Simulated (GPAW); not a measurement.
Crystal: Ba2Tl5V3O12.

```
Ba V Tl O
1.0
     8.15421    0.00000    0.00000
    -4.07711    7.06176    0.00000
     0.00000    0.00000    6.92128
Ba V Tl O
2 3 5 12
Cartesian
  0.0000 0.0000 1.6301
  0.0000 0.0000 5.2912
  4.0771 0.0000 0.0000
  -2.0386 3.5309 0.0000
  2.0386 3.5309 0.0000
  4.0771 0.0000 3.4606
  -2.0386 3.5309 3.4606
  2.0386 3.5309 3.4606
  0.0000 4.7078 1.5565
  4.0771 2.3539 5.3648
  1.3636 2.4246 5.6370
  1.2955 7.0304 5.6370
  -2.6592 4.6685 5.6370
  1.4179 2.3932 1.2843
  5.4407 4.6372 1.2843
  5.3726 0.0314 1.2843
  2.7135 4.6372 1.2843
  2.7816 0.0314 1.2843
  6.7363 2.3932 1.2843
  2.6592 4.6685 5.6370
  -1.3636 2.4246 5.6370
  -1.2955 7.0304 5.6370
```

The cell was built by a generator and needn't be a form met in nature.

Base run:

| Quantity | Value |
| --- | --- |
| Program | GPAW 26.7.0 |
| Functional | AM05 |
| Potentials or basis | PAW data sets generated in the run's folder for this functional |
| Cutoff | 800 eV |
| Basis | pw |
| k mesh | 3 × 3 × 3 |
| Occupations | fermi-dirac, width 0.05 eV |
| Spin | collinear spin, ferromagnetic start |
| Starting moments | [0.0, 0.0, 2.0, 2.0, 2.0, 0.0, 0.0, 0.0, 0.0, 0.0, 0.0, 0.0, 0.0, 0.0, 0.0, 0.0, 0.0, 0.0, 0.0, 0.0, 0.0, 0.0] μB |

Its results: pressure -2.5 GPa; net moment 0.00 μB per cell; largest force 0.135 eV/Å.

Problem. The run is repeated on the same cell with these changes: functional from AM05 to PW91. What comes out?

Solution. Pressure 0.1 GPa; net moment 0.00 μB per cell; largest force 0.123 eV/Å.

PW91 binds less tightly than AM05, so the same cell stands under more pressure.

Not every run made on this cell is shown here.
